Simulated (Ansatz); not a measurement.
# SnBrCl: taking an electron away

Aim: the vertical ionisation energy of SnBrCl, as cation minus neutral at the neutral's geometry, on several levels, and how well −ε(HOMO) stands in for it.

Computed with Ansatz 0.2.0, Gaussian basis. Level: unrestricted cation, the program's frozen cores in correlated methods.

The runs, in order: UKS PBE-D4/def2-TZVPP; UKS r2SCAN-D4/def2-TZVPP; UKS PBE0-D4/def2-TZVPP; UKS B3LYP-D4/def2-TZVPP; UKS wB97X-V/def2-TZVPP; UKS wB97M-V/def2-TZVPP; UKS B2PLYP/def2-TZVPP; UHF-CCSD(T)/def2-TZVPP; UHF-MP2/def2-QZVPP; extrapolation to the limit; then −ε(HOMO) from the neutral's earlier runs with LDA (SPW92), PBE-D4, revPBE-D4, BLYP-D4, r2SCAN-D4, B97M-V, PBE0-D4, B3LYP-D4, r2SCANh-D4, r2SCAN0-D4, HSE06-D4, BHLYP-D4, CAM-B3LYP-D4, LC-ωPBE, ωB97X-V, ωB97M-V.

## 1. The relaxed structure

All runs share one geometry, relaxed beforehand with PBE0-D4 in a triple-zeta def2 set. Sn takes the def2 core potential; no spin-orbit term is included.

SMILES `[Cl][Sn][Br]`, 3 atoms, charge 0, spin multiplicity 1.

Atoms are counted from 1 here; the program's logs count them from 0.

Bond lengths: Cl1–Sn2 2.363 Å, Sn2–Br3 2.518 Å. Angles: Cl1–Sn2–Br3 98.8°.

As a file:

```
Cl    0.58052    1.71084    0.49518
Sn   -0.92695    0.17687   -0.48482
Br    0.33553   -1.95251   -0.02356
```

## 2. Cation, UKS PBE-D4/def2-TZVPP

The input, in.yaml:

```yaml
crystal:
  periodic: [false, false, false]
  atoms:
    - {symbol: Cl, position_ang: [0.580523, 1.710844, 0.495184]}
    - {symbol: Sn, position_ang: [-0.926950, 0.176870, -0.484822]}
    - {symbol: Br, position_ang: [0.335528, -1.952514, -0.023563]}
basis:
  gaussian: {orbitals: def2-TZVPP}
total_charge: 1
magnetization: {spin_polarized: true, initial_magnetization: 1}
hamiltonian: {xc: pbe, dispersion: d4}
```

On the command line:

```sh
$ ansatz run in.yaml --threads 4 --pin off --events-out ev --progress --plain --max-ram 10444MiB
```

The runs that follow: Cation, UKS r2SCAN-D4/def2-TZVPP; Cation, UKS PBE0-D4/def2-TZVPP; Cation, UKS B3LYP-D4/def2-TZVPP; Cation, UKS wB97X-V/def2-TZVPP; Cation, UKS wB97M-V/def2-TZVPP; Cation, UKS B2PLYP (frozen core)/def2-TZVPP; Cation, UHF-CCSD(T)/def2-TZVPP; Cation, UHF-MP2/def2-QZVPP.

**Question.** What will the summary of the whole plan be? Wanted: ionisation energy, CCSD(T)/CBS; nearest functional by difference; nearest −ε(HOMO); −ε(HOMO) of PBE; T1 of the cation.

**Answer**, as computed:

| quantity | value |
| --- | --- |
| ionisation energy, CCSD(T)/CBS | 10.16 eV |
| nearest functional by difference | ωB97X-V (-0.15 eV) |
| nearest −ε(HOMO) | LC-ωPBE (+0.10 eV) |
| −ε(HOMO) of PBE | 6.80 eV |
| T1 of the cation | 0.021 |

Energy differences with functionals land within 0.51 eV of the reference. −ε(HOMO) of PBE misses by 3.4 eV, since self-interaction lifts the level. Among orbital estimates LC-ωPBE comes nearest. Hartree-Fock falls 0.93 eV short, as the neutral has more correlation energy than the cation. Correlated methods include outer-core shells of Br, Sn, which these sets cover unevenly. With outer-core shells in play the reference is unsure by up to some tenths of an eV, so close misses can't be ranked.
